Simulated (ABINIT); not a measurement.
Write the native input for ABINIT 10.8.3 (patched build) that does the following.

- Task: band structure
- Functional: PBE
- Potentials or basis: JTH PAW PBE v2.0
- Cutoff: 517 eV
- k mesh: 8 × 8 × 6
- Occupations: fermi-dirac, width 0.05 eV
- Spin: no spin polarisation
- Fine-grid cutoff: 1034.03 eV

HfMoC2:

```
Hf Mo C
1.0
     3.19142    0.00000    0.00000
     0.00000    3.19142    0.00000
     0.00000    0.00000    4.48516
Hf Mo C
1 1 2
Direct
  0.00000 0.00000 0.00000
  0.50000 0.50000 0.50000
  0.50000 0.50000 0.00000
  0.00000 0.00000 0.50000
```

The cell comes from a database or a generator and needn't be the stable form of this composition.

These files were run (other wordings do the same):

run.abi

```
# Datasets: ground state, then fixed potential
ndtset 2

# Pseudopotentials
pp_dirpath "./"
pseudos "Hf.GGA_PBE-JTH.xml, Mo.GGA_PBE-JTH.xml, C.GGA_PBE-JTH.xml"

# Structure
acell 3*1.0
rprim
     6.0309154178     0.0000000000     0.0000000000
     0.0000000000     6.0309154178     0.0000000000
     0.0000000000     0.0000000000     8.4757315840
ntypat 3
znucl 72 42 6
natom 4
typat 1 2 3 3
xred
     0.0000000000     0.0000000000     0.0000000000
     0.5000000000     0.5000000000     0.5000000000
     0.5000000000     0.5000000000     0.0000000000
     0.0000000000     0.0000000000     0.5000000000

# Plane-wave basis
ecut 517.016339 eV
pawecutdg 38.0
pawxcdev 0

# Exchange and correlation
ixc 11

# Bands and occupations
occopt 3
tsmear 0.05 eV

# SCF cycle
nstep 100

# Output
iomode 3
prtwf 0
prteig 0
prtebands 0
enunit 1
prtden1 1

# Dataset 1
kptopt1 1
ngkpt1 8 8 6
nshiftk1 1
shiftk1 0.0 0.0 0.0
nband1 21
tolvrs1 1.0e-9

# Dataset 2: bands along G-X-M-G-Z-R-A-Z
iscf2 -2
getden2 1
nband2 27
nbdbuf2 4
tolwfr2 1.0e-11
kptopt2 -7
ndivsm2 6
prteig2 1
prtvol2 -3
kptbounds2
     0.0000000000     0.0000000000     0.0000000000
     0.0000000000     0.5000000000     0.0000000000
     0.5000000000     0.5000000000     0.0000000000
     0.0000000000     0.0000000000     0.0000000000
     0.0000000000     0.0000000000     0.5000000000
     0.0000000000     0.5000000000     0.5000000000
     0.5000000000     0.5000000000     0.5000000000
     0.0000000000     0.0000000000     0.5000000000
```

Potentials or basis: JTH PAW PBE v2.0.

Command:

```bash
$ abinit run.abi > log 2>&1
```

It gave:

The pressure is -1.2 GPa, the band gap on the k mesh is none (metal or under the smearing width) and the valence electrons inside the program's atomic spheres are Hf 9.75; Mo 11.18; C 2.44, 2.41.

Caveat: the highest band is partly filled, so the run has too few bands; spin-orbit coupling is left out, which moves the levels of the heavy elements.

Wall time 90 s on 1 thread of Arm Neoverse V2, with other jobs on the host, peak memory 0.15 GiB.
